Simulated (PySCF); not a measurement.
# [Yb(P5)2]+: other functionals and bases at one geometry

The task here is to estimate one member of a computed series from the others.

Method: several levels, as the steps say, no spin–orbit coupling; program: PySCF 2.14.0.

3 further runs of the same task are left out: 2 for a known fault of the program, 1 that didn't finish.

## The system as given

11 atoms, charge 1, spin multiplicity 1.

Bond lengths: Yb1–P2 2.988 Å, Yb1–P3 2.988 Å, Yb1–P4 2.988 Å, Yb1–P5 2.988 Å, Yb1–P6 2.988 Å, Yb1–P7 2.988 Å, Yb1–P8 2.988 Å, Yb1–P9 2.988 Å, Yb1–P10 2.988 Å, Yb1–P11 2.988 Å, P2–P3 2.148 Å, P2–P6 2.148 Å, P3–P4 2.148 Å, P4–P5 2.148 Å, P5–P6 2.148 Å, P7–P8 2.148 Å, P7–P11 2.148 Å, P8–P9 2.148 Å and more. Angles: P2–Yb1–P3 42.1°, P2–Yb1–P4 71.1°, P2–Yb1–P5 71.1°, P2–Yb1–P6 42.1°, P2–Yb1–P7 180.0°, P2–Yb1–P8 137.9°, P2–Yb1–P9 108.9°, P2–Yb1–P10 108.9°, P2–Yb1–P11 137.9°, P3–Yb1–P4 42.1°, P3–Yb1–P5 71.1°, P3–Yb1–P6 71.1°, P3–Yb1–P7 137.9°, P3–Yb1–P8 108.9°, P3–Yb1–P9 108.9°, P3–Yb1–P10 137.9°, P3–Yb1–P11 180.0°, P4–Yb1–P5 42.1° and more.

Coordinates:

```xyz
11

Yb    0.0000    0.0000    0.0000
P     0.0000    1.8269    2.3640
P    -1.7375    0.5645    2.3640
P    -1.0738   -1.4780    2.3640
P     1.0738   -1.4780    2.3640
P     1.7375    0.5646    2.3640
P     0.0000   -1.8269   -2.3640
P    -1.7375   -0.5646   -2.3640
P    -1.0738    1.4780   -2.3640
P     1.0738    1.4780   -2.3640
P     1.7375   -0.5645   -2.3640
```

Formal oxidation states: Yb +3. Each metal's 13 4f electrons lie in its core potential, so multiplicities, spins and levels count the valence alone. An earlier session relaxed this geometry at r2SCAN, Yb lcecp-1-SVP with ECP59, P def2-SVP (singlet, point group D5d).

At r2SCAN on the finer grid: E = -3451.627215 Eh, HOMO -10.61 eV, LUMO -9.07 eV, Mulliken charge on Yb1 +0.98 e, largest force component 0.092 eV/Å. 

Levels to run: revPBE; B3LYP; BP86; CAM-B3LYP; r2SCAN, TZVP. Hardware: 4 threads of Arm Neoverse V1, shared host.

The first run:

The input, run.py (the lines that set the calculation):

```python
mol = gto.M(atom='''
Yb     0.00000     0.00000     0.00000
P      0.00000     1.82693     2.36398
P     -1.73752     0.56455     2.36398
P     -1.07384    -1.47802     2.36398
P      1.07385    -1.47802     2.36398
P      1.73751     0.56456     2.36398
P      0.00000    -1.82693    -2.36398
P     -1.73751    -0.56456    -2.36398
P     -1.07385     1.47802    -2.36398
P      1.07384     1.47802    -2.36398
P      1.73752    -0.56455    -2.36398''',
    basis={'Yb': 'lcecp-1-SVP', 'P': 'def2-SVP'},
    ecp={'Yb': 'lcecp-1-SVP'},
    charge=1, spin=0)
mf = dft.RKS(mol, xc='PBE_R,PBE')
mf.grids.atom_grid = (75, 302)  # f atoms: unpruned, at least (60, 302)
mf = mf.density_fit()  # fitting sets: Yb AutoAux, P def2-universal-JKFIT
mf.conv_tol = 1e-08; mf.max_cycle = 55
mf.kernel(dm0)  # dm0: the density of the relaxed state
```

The run is started by

```bash
> OMP_NUM_THREADS=4 python run.py
```

Steps of the session up to this table: revPBE; B3LYP; BP86; CAM-B3LYP; r2SCAN, TZVP.

One of the session's tables, all rows but one given; the rest of the session is left out.

| level | HOMO (eV) | gap (eV) | charge on Yb1 (e) | largest force component (eV/Å) |
| --- | --- | --- | --- | --- |
| r2SCAN (relaxed here) | -10.61 | 1.54 | 0.98 | 0.09 |
| revPBE | -10.26 | 1.37 | 0.83 | 0.32 |
| B3LYP | ? | ? | ? | ? |
| BP86 | -10.37 | 1.32 | 0.61 | 0.29 |
| CAM-B3LYP | -12.40 | 5.12 | 0.47 | 0.38 |
| r2SCAN, TZVP | -10.28 | 1.51 | 1.30 | 0.41 |

**Question.** Estimate the row for B3LYP.

As computed: HOMO (eV): -11.00; gap (eV): 2.64; charge on Yb1 (e): 0.58; largest force component (eV/Å): 0.10. In the column «HOMO (eV)» it lies between CAM-B3LYP (-12.40) and r2SCAN (relaxed here) (-10.61).

In one basis the HOMO–LUMO gap runs from 1.32 eV (BP86) to 5.12 eV (CAM-B3LYP). The largest leftover force, 0.41 eV/Å with r2SCAN, TZVP, stands at a geometry relaxed at another level. With 4f in the core, its levels are missing from HOMO and gap, and its count is fixed, so no charge can pass from the ligands into it. Total energies of different levels can't be compared.
